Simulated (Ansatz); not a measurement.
# BClH5NO: a nudged elastic band in two tries

The task is a band of images between two relaxed ends.

Method: RKS PBE-D4/6-31G*, in Ansatz 0.2.0.

### 1 The starting structure

Bond lengths: B1–O2 1.413 Å, O2–H3 0.976 Å, B1–H4 1.214 Å, B1–Cl5 1.895 Å, B1–N6 1.695 Å, N6–H7 1.030 Å, N6–H8 1.029 Å, N6–H9 1.029 Å. Angles: B1–O2–H3 110.1°, O2–B1–H4 115.4°, O2–B1–Cl5 115.1°, O2–B1–N6 107.5°, H4–B1–Cl5 112.5°, H4–B1–N6 103.4°, Cl5–B1–N6 100.9°, B1–N6–H7 111.0°, B1–N6–H8 111.2°, B1–N6–H9 109.2°, H7–N6–H8 107.9°, H7–N6–H9 108.4°, H8–N6–H9 109.0°.

As a file:

```xyz
9

B    -0.0137    0.1631    0.3867
O    -0.2957   -0.6004    1.5423
H    -1.2364   -0.8611    1.5513
H     1.1240    0.0810   -0.0276
Cl   -1.3008    0.0309   -0.9978
N    -0.1622    1.7989    0.8072
H    -1.1364    2.0309    1.0486
H     0.1261    2.4098    0.0315
H     0.4309    1.9940    1.6249
```

### 2 First try

The input, input.yaml:

```yaml
crystal:
  periodic: [false, false, false]
  atoms:
    - { symbol: B, position_ang: [-0.013681, 0.163084, 0.386724] }
    - { symbol: O, position_ang: [-0.295721, -0.600426, 1.542308] }
    - { symbol: H, position_ang: [-1.236415, -0.861131, 1.551268] }
    - { symbol: H, position_ang: [1.124048, 0.081018, -0.027611] }
    - { symbol: Cl, position_ang: [-1.300791, 0.030934, -0.997831] }
    - { symbol: "N", position_ang: [-0.16218, 1.798855, 0.807231] }
    - { symbol: H, position_ang: [-1.136436, 2.030905, 1.048582] }
    - { symbol: H, position_ang: [0.126113, 2.409803, 0.031523] }
    - { symbol: H, position_ang: [0.430863, 1.993957, 1.624906] }
basis:
  gaussian: { orbitals: "6-31G*" }
hamiltonian:
  xc: pbe
  dispersion: d4
neb:
  order_check: false
  images: 9
  f_tol: 0.03
  max_iterations: 8
  final_atoms:
    - { symbol: B, position_ang: [-0.02941628, 0.71955196, -0.26451427] }
    - { symbol: O, position_ang: [-0.10447454, -0.43580148, 2.30332561] }
    - { symbol: H, position_ang: [-0.86407112, -0.9040054, 1.90128169] }
    - { symbol: H, position_ang: [1.04485592, 0.22439001, -0.44045872] }
    - { symbol: Cl, position_ang: [-1.50476327, -0.16800442, -0.7765433] }
    - { symbol: "N", position_ang: [-0.18396196, 2.01532288, 0.25104009] }
    - { symbol: H, position_ang: [-1.08037005, 2.49739662, 0.30279553] }
    - { symbol: H, position_ang: [0.61865761, 2.59441572, 0.48942839] }
    - { symbol: H, position_ang: [-0.36065631, 0.50373311, 2.20074497] }
  initial_path: idpp
  relax_end_points: true
```

On the command line:

```console
$ ansatz run input.yaml --threads 1 --pin off --max-ram 2048MiB --backend cpu --events-out ev --progress --plain --runs-dir out
```

Before running it: what results should come out? Wanted: first try.

The runs gave:

```
 quantity                                                                 value
first try                                                               refused
    cause  relaxing the ends inside the band is not offered in a Gaussian basis
```

What this shows: The fault in the first input was caught at the input check and cost nothing.
